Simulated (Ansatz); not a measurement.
# Si₃H₅F: how energies converge with the basis set

How large a basis does Si₃H₅F need? Two functionals are run in growing sets.

The runs use Ansatz 0.2.0, Gaussian basis; one geometry, several basis sets.

The runs, in order: PBE0-D4/def2-SVP; ωB97M-V/def2-SVP; PBE0-D4/def2-QZVPP; ωB97M-V/def2-QZVPP; the functionals' def2-TZVPP values are taken from earlier runs.

## (1) Structure used throughout

An earlier PBE0-D4 in a triple-zeta def2 set relaxation fixed the geometry.

9 atoms, charge 0, spin multiplicity 1.

Atoms are counted from 1 here; the program's logs count them from 0.

Bond lengths: F1–Si2 1.601 Å, Si2–Si3 2.309 Å, Si2–Si4 2.309 Å, Si2–H5 1.485 Å, Si3–Si4 2.368 Å, Si3–H6 1.485 Å, Si3–H7 1.485 Å, Si4–H8 1.485 Å, Si4–H9 1.485 Å. Angles: F1–Si2–Si3 126.8°, F1–Si2–Si4 126.7°, F1–Si2–H5 109.7°, Si3–Si2–Si4 61.7°, Si3–Si2–H5 112.2°, Si4–Si2–H5 112.2°, Si2–Si3–Si4 59.1°, Si2–Si3–H6 118.6°, Si2–Si3–H7 121.5°, Si4–Si3–H6 108.7°, Si4–Si3–H7 126.6°, H6–Si3–H7 112.5°, Si2–Si4–Si3 59.2°, Si2–Si4–H8 121.6°, Si2–Si4–H9 118.4°, Si3–Si4–H8 126.7°, Si3–Si4–H9 108.6°, H8–Si4–H9 112.5°.

## (2) PBE0-D4 in def2-SVP

in.yaml

```yaml
crystal:
  periodic: [false, false, false]
  atoms:
    - {symbol: F, position_ang: [-1.903983, 1.116964, -1.529745]}
    - {symbol: Si, position_ang: [-0.657753, 0.193389, -1.133337]}
    - {symbol: Si, position_ang: [1.096467, 0.757732, 0.258447]}
    - {symbol: Si, position_ang: [-0.389565, -0.996040, 0.827593]}
    - {symbol: H, position_ang: [-0.206278, -0.573200, -2.321783]}
    - {symbol: H, position_ang: [0.908759, 1.872799, 1.221031]}
    - {symbol: H, position_ang: [2.508964, 0.616278, -0.177605]}
    - {symbol: H, position_ang: [-0.091137, -2.450742, 0.821146]}
    - {symbol: H, position_ang: [-1.176974, -0.583682, 2.017253]}
basis:
  gaussian: {orbitals: def2-SVP}
hamiltonian: {xc: pbe0, dispersion: d4}
output: {orbitals: {seedname: orbitals}}
```

On the command line:

```bash
$ ansatz run in.yaml --threads 2 --pin off --events-out ev --progress --plain --max-ram 4352MiB
```

Further steps of the session: ωB97M-V in def2-SVP; PBE0-D4 in def2-QZVPP; ωB97M-V in def2-QZVPP.

Before running them: what should the planned runs give, taken together? Wanted: PBE0-D4: double and triple zeta above quadruple; ωB97M-V: double and triple zeta above quadruple.

**Answer**, as computed:

```
                                       quantity           value
PBE0-D4: double and triple zeta above quadruple  12.83, 0.94 eV
ωB97M-V: double and triple zeta above quadruple  12.86, 0.88 eV
```

For PBE0-D4 the step from double to triple zeta gains 11.89 eV and the next only 0.94 eV. These are total energies; as a rule much of such shifts cancels in differences, which this series doesn't test.
